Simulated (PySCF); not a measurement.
# The bond of MgTe−, level by level

One job finds the state of MgTe−, follows it along the bond with each method and fits the curves.

Method: Mg def2-SVPD, Te def2-SVPD with ECP28, scalar-relativistic core potentials; program: PySCF 2.14.0.

1 further run of the same task is left out (set aside as unsound or not needed).

## Step 1: Input

A driver script around PySCF takes these settings:

```
atoms                         : Mg, Te
charge                        : -1
basis                         : Mg def2-SVPD, Te def2-SVPD with ECP28
Hamiltonian                   : scalar-relativistic core potentials
basis functions               : 56
electrons treated             : 37
masses in u                   : 23.9850, 129.9062
levels                        : PBE0, PBE, r²SCAN, PW91, B3LYP, BHandHLYP, HSE06, HF, MP2, SCS-MP2, CCSD, CCSD(T)
grid                          : 80 radial by 434 angular points
occupations                   : held fixed by the projection of orbital angular momentum
dissociation limit            : Mg + Te−, each in its ground configuration
starting distance in angstrom : 2.775
values of 2S to try           : 1, 3
```

Run with:

```sh
$ OMP_NUM_THREADS=1 python dia.py task.json out
```

The runs that follow: First curve: PBE0; Higher solutions at PBE0; PBE; r²SCAN (meta-GGA); PW91; B3LYP (global hybrid GGA); BHandHLYP; HSE06 (range-separated hybrid); UHF; MP2 and coupled cluster.

Q: Predict the outcome of this session. Wanted: for each run, Re; ωe; De; μ.

As calculated:

Lowest PBE0 solution found, without spin–orbit coupling: ²Σ⁺ (doublet), unpaired electrons σ ↑. State 2 has its PBE0 minimum 0.92 eV higher. The other levels ran on the lowest alone.

```csv
level,Re (Å),ωe (cm⁻¹),De (eV),μ (D)
UHF,2.571,331,1.15,-0.20
UHF-MP2,2.583,333,1.72,n/a
UHF-SCS-MP2,2.589,327,1.52,n/a
UHF-CCSD,2.595,313,1.37,n/a
UHF-CCSD(T),2.603,311,1.49,n/a
PBE,2.594,303,1.74,1.32
PW91,2.591,305,1.78,1.23
r²SCAN,2.570,321,1.91,1.00
B3LYP,2.591,302,1.43,0.86
PBE0,2.571,317,1.70,0.93
HSE06,2.576,314,1.71,0.92
BHandHLYP,2.569,315,1.36,0.46
```

De is counted to Mg + Te− in their ground configurations. A positive dipole points from Mg to Te; in an ion it is taken about the centre of mass and does not tell which atom is negative.

Differences from CCSD(T) in the same basis:

```csv
level,Re (mÅ),ωe (%)
UHF,-32,+6.3
UHF-MP2,-20,+6.8
UHF-SCS-MP2,-14,+5.0
UHF-CCSD,-8,+0.6
PBE,-9,-2.6
PW91,-12,-2.1
r²SCAN,-33,+2.9
B3LYP,-12,-3.2
PBE0,-33,+1.9
HSE06,-27,+0.9
BHandHLYP,-34,+1.1
```

In words: Judged by CCSD(T) in the same basis: best bond length UHF-CCSD (-8 mÅ), worst BHandHLYP (-34 mÅ); best wavenumber UHF-CCSD (+0.6 %), worst UHF-MP2 (+6.8 %). Hartree–Fock makes the bond too short and too stiff against this reference, as it mostly does. CCSD(T) in a basis this small is itself some way from its limit, more so than the functionals. Among the levels with a De in the table, it runs from 1.15 eV (UHF) to 1.91 eV (r²SCAN).

Correlated steps freeze 5 core orbitals. Spin–orbit coupling is left out, which matters for elements this heavy, above all for dissociation energies. With some functionals the highest level of the anion is positive, from self-interaction error or because the anion is truly unbound there; the finite basis then holds the extra electron, and no neutral molecule was run to test the binding. With spin–orbit coupling the term label itself may not hold.
